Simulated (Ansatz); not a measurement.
# GeH₄OSi (SMILES O=[SiH][GeH3]): one structure at several levels

The task here is to estimate one member of a computed series from the others.

Program: Ansatz 0.2.0, Gaussian basis. Level of theory: single points in def2-TZVPP. These are calculated values, not measurements.

Cores are frozen in the correlated methods. Filled d shells of the heavier atoms are correlated.

**The starting structure**

7 atoms, charge 0, spin multiplicity 1.

Atoms are counted from 1 here; the program's logs count them from 0.

Bond lengths: O1–Si2 1.506 Å, Si2–Ge3 2.287 Å, Si2–H4 1.495 Å, Ge3–H5 1.488 Å, Ge3–H6 1.479 Å, Ge3–H7 1.483 Å. Angles: O1–Si2–Ge3 126.6°, O1–Si2–H4 118.9°, Ge3–Si2–H4 114.5°, Si2–Ge3–H5 111.5°, Si2–Ge3–H6 115.1°, Si2–Ge3–H7 117.8°, H5–Ge3–H6 103.9°, H5–Ge3–H7 107.9°, H6–Ge3–H7 99.1°.

Coordinates:

```
O    -1.5005   -1.6468    1.1888
Si   -0.7624   -1.0898    0.0000
Ge    0.5633    0.7735   -0.0305
H    -0.8397   -1.8159   -1.3049
H     0.3827    1.5519   -1.2859
H     0.2884    1.7578    1.0393
H     2.0192    0.5909    0.1877
```

The first run:

Input file run/in.yaml:

```yaml
crystal:
  periodic: [false, false, false]
  atoms:
    - {symbol: O, position_ang: [-1.500500, -1.646800, 1.188800]}
    - {symbol: Si, position_ang: [-0.762400, -1.089800, -0.000000]}
    - {symbol: Ge, position_ang: [0.563300, 0.773500, -0.030500]}
    - {symbol: H, position_ang: [-0.839700, -1.815900, -1.304900]}
    - {symbol: H, position_ang: [0.382700, 1.551900, -1.285900]}
    - {symbol: H, position_ang: [0.288400, 1.757800, 1.039300]}
    - {symbol: H, position_ang: [2.019200, 0.590900, 0.187700]}
basis:
  gaussian: {orbitals: def2-TZVPP}
correlation: {method: ccsd_t}
output: {forces: true}
```

The command line of these runs was not kept.

Steps of the session up to this table: CCSD(T)/def2-TZVPP; PBE0-D4/def2-TZVPP; wB97M-V/def2-TZVPP; r2SCAN-D4/def2-TZVPP; PBE-D4/def2-TZVPP; LC-wPBE/def2-TZVPP; B97M-V/def2-TZVPP.

One of the session's tables, all rows but one given; the rest of the session is left out.

```
   method  RMS force component (eV/Å)  angle to CCSD(T) forces (°)  dipole (D)
  CCSD(T)                       0.646                    reference        3.54
  PBE0-D4                       0.560                         17.9        3.71
  wB97M-V                       0.551                         16.4        3.75
r2SCAN-D4                       0.565                          7.9        3.56
   PBE-D4                           ?                            ?           ?
  LC-wPBE                       0.506                         25.8        3.88
   B97M-V                       0.545                         21.0        3.45
```

**Question.** Estimate the row for PBE-D4.

**Answer.** RMS force component (eV/Å): 0.720; angle to CCSD(T) forces (°): 16.0; dipole (D): 3.43. In the column «RMS force component (eV/Å)» it is the highest.
